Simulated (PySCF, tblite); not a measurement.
# C₄H₁₂N₂OSi: geometry, infrared bands and NMR shifts

Aim: predict the infrared bands and NMR shifts of C₄H₁₂N₂OSi (`CCC(=O)[Si@H](N)NC`).

Programs: tblite 0.8.0 and PySCF 2.14.0, with density-fitted response routines of our own. Each step states its level of theory. These are calculated values for one molecule in the gas phase, unless marked as measured. Atoms count from 0, in the outputs and in this text.

**1. The molecule as given**

20 atoms, charge 0, multiplicity 1; geometry from: force field or distance geometry start.

Bonds of the start (Å): C0–C1 1.51, C1–C2 1.49, C2–O3 1.23, C2–Si4 1.83, Si4–N5 1.78, Si4–N6 1.79, N6–C7 1.47, C0–H8 1.11, C0–H9 1.09, C0–H10 1.11, C1–H11 1.11, C1–H12 1.11, Si4–H13 1.47, N5–H14 1.04, N5–H15 1.02, N6–H16 1.05, C7–H17 1.11, C7–H18 1.12, C7–H19 1.11.

**2. Relaxing the molecule with GFN2-xTB**

What the job is given:

```
{"job": {"kind": "relax", "xc": "GFN2-xTB", "basis": "xTB"}, "charge": 0, "multiplicity": 1}
C     -2.808900     0.515700     0.162200
C     -2.212100    -0.868100     0.072200
C     -0.894200    -0.845700    -0.632000
O     -0.818200    -1.345500    -1.752000
Si     0.498600    -0.024600     0.226700
N      1.052200     1.437900    -0.632800
N      1.933300    -1.084600     0.315200
C      3.069000    -0.176400     0.511500
H     -2.005400     1.278700     0.046800
H     -3.566000     0.630800    -0.615900
H     -3.277900     0.702500     1.145200
H     -2.151400    -1.281200     1.102900
H     -2.896000    -1.508100    -0.522400
H      0.129500     0.304000     1.606600
H      0.418700     2.255000    -0.514200
H      1.348100     1.268600    -1.591200
H      2.128700    -1.541600    -0.607700
H      2.761600     0.838000     0.171100
H      3.334100    -0.075900     1.591900
H      3.951200    -0.468600    -0.086900
```

The run is started by

```bash
$ OMP_NUM_THREADS=1 python probes_run.py task.json out
```

The driver reads the jobs from task.json and runs them one after another.

**Question.** This job is followed by: GFN2-xTB harmonic vibrations, gas phase; GIAO PBE0/pcSseg-1 NMR shielding, non-relativistic, gas phase. What will the session give for the following? strongest single infrared mode (GFN2-xTB); zero-point energy (GFN2-xTB); ¹³C shifts against TMS (PBE0/pcSseg-1); ¹H shifts against TMS (PBE0/pcSseg-1, means over atoms taken as alike); ¹⁷O shifts against H2O (PBE0/pcSseg-1); ²⁹Si shifts against TMS (PBE0/pcSseg-1); ¹⁵N shifts against NH3 (PBE0/pcSseg-1).

**Answer**, as computed:

```
                                                              quantity                                         value
                             strongest single infrared mode (GFN2-xTB)                         2172 cm⁻¹, 320 km/mol
                                          zero-point energy (GFN2-xTB)                                101.2 kcal/mol
                                ¹³C shifts against TMS (PBE0/pcSseg-1)                   249.3, 48.6, 29.9, 12.2 ppm
¹H shifts against TMS (PBE0/pcSseg-1, means over atoms taken as alike)  5.22, 2.89, 2.40, 2.37, 1.37, 0.85, 0.37 ppm
                                ¹⁷O shifts against H2O (PBE0/pcSseg-1)                                     809.5 ppm
                               ²⁹Si shifts against TMS (PBE0/pcSseg-1)                                     -53.0 ppm
                                ¹⁵N shifts against NH3 (PBE0/pcSseg-1)                                28.0, 19.4 ppm
```

**Reading.** The optimisation took 153 steps and gained 0.945 eV; among the close pairs (by a distance rule), C2–Si4 changed most, from 1.831 to 1.929 Å. All 54 modes are real, so the xTB geometry is a minimum. The strongest single mode, at 2172 cm⁻¹, moves mainly H13. GFN2-xTB is a fitted tight-binding method: band positions and strengths are rough. Its intensities can rank the bands wrongly. At PBE0/pcSseg-1: The largest span, 1649 ppm, is at O3, where the paramagnetic term is -876 ppm.
